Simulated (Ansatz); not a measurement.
**CH₄OSSi: one species, many methods**

The task here is to estimate one member of a computed series from the others.

Program: Ansatz 0.2.0, Gaussian basis. Level of theory: functionals in def2-TZVPP, the program's frozen cores in correlated methods. These are calculated values, not measurements.

Levels to be run: LDA (SPW92), PBE-D4, revPBE-D4, BLYP-D4, r2SCAN-D4, B97M-V, PBE0-D4, B3LYP-D4, r2SCANh-D4, r2SCAN0-D4, HSE06-D4, BHLYP-D4, CAM-B3LYP-D4, LC-ωPBE, ωB97X-V, ωB97M-V, B2PLYP, PBE-QIDH; CCSD(T)/def2-SVP; CCSD(T)/def2-TZVPP; MP2/def2-QZVPP; extrapolation to the limit; RPA on PBE.

### Structure used throughout

An earlier PBE0-D4 in a triple-zeta def2 set relaxation fixed the geometry.

8 atoms, charge 0, spin multiplicity 1.

Atoms are counted from 1 here; the program's logs count them from 0.

Bond lengths: S1–Si2 2.112 Å, S1–H5 1.344 Å, Si2–C3 1.798 Å, Si2–O4 1.652 Å, Si2–H6 1.476 Å, C3–O4 1.486 Å, C3–H7 1.088 Å, C3–H8 1.088 Å. Angles: Si2–S1–H5 93.3°, S1–Si2–C3 121.3°, S1–Si2–O4 119.9°, S1–Si2–H6 110.9°, C3–Si2–O4 50.8°, C3–Si2–H6 124.3°, O4–Si2–H6 116.6°, Si2–C3–O4 59.5°, Si2–C3–H7 121.5°, Si2–C3–H8 122.9°, O4–C3–H7 112.5°, O4–C3–H8 112.8°, H7–C3–H8 113.3°, Si2–O4–C3 69.7°.

Set-up of the first run:

Input file in.yaml:

```yaml
crystal:
  periodic: [false, false, false]
  atoms:
    - {symbol: S, position_ang: [-2.067816, 0.127869, -0.741443]}
    - {symbol: Si, position_ang: [-0.127365, 0.443674, 0.030025]}
    - {symbol: C, position_ang: [1.107308, -0.862949, 0.012623]}
    - {symbol: O, position_ang: [0.423354, -0.488510, 1.278143]}
    - {symbol: H, position_ang: [-2.470443, 1.376934, -0.453177]}
    - {symbol: H, position_ang: [0.187657, 1.884515, 0.091957]}
    - {symbol: H, position_ang: [0.862526, -1.873069, -0.310361]}
    - {symbol: H, position_ang: [2.176880, -0.665564, 0.036534]}
basis:
  gaussian: {orbitals: def2-TZVPP}
hamiltonian: {xc: lda}
output: {orbitals: {seedname: orbitals}}
```

Run with:

```sh
$ ansatz run in.yaml --threads 2 --pin off --events-out ev --progress --plain --max-ram 4352MiB
```

Among the steps run: LDA; PBE-D4 (GGA); revPBE-D4 (GGA); BLYP-D4 (GGA); r2SCAN-D4 (meta-GGA); B97M-V (meta-GGA); PBE0-D4 (hybrid); B3LYP-D4 (hybrid); r2SCANh-D4 (hybrid); r2SCAN0-D4 (hybrid); HSE06-D4 (hybrid); BHLYP-D4 (hybrid); CAM-B3LYP-D4 (range-separated); LC-ωPBE (range-separated); ωB97X-V (range-separated); ωB97M-V (range-separated); B2PLYP (double hybrid); PBE-QIDH (double hybrid).

One of the session's tables, all rows but one given; the rest of the session is left out.

It belongs to the step «Orbital energies across the functionals». 

```
  functional  HOMO (eV)  gap (eV)
 LDA (SPW92)      -6.36      5.14
      PBE-D4      -6.21      5.19
   revPBE-D4      -6.15      5.21
     BLYP-D4      -6.07      5.13
   r2SCAN-D4      -6.46      5.75
      B97M-V      -6.53      5.69
     PBE0-D4      -7.48      7.31
    B3LYP-D4      -7.25      6.86
  r2SCANh-D4      -6.93      6.52
  r2SCAN0-D4      -7.64      7.66
    HSE06-D4      -7.08      6.54
    BHLYP-D4      -8.64      9.34
CAM-B3LYP-D4      -8.83      9.66
     LC-ωPBE     -10.19     12.17
     ωB97X-V          ?         ?
     ωB97M-V      -9.69     11.28
```

**Question.** Estimate the row for ωB97X-V.

As computed: HOMO (eV): -9.82; gap (eV): 11.68. In the column «HOMO (eV)» it lies between LC-ωPBE (-10.19) and ωB97M-V (-9.69).
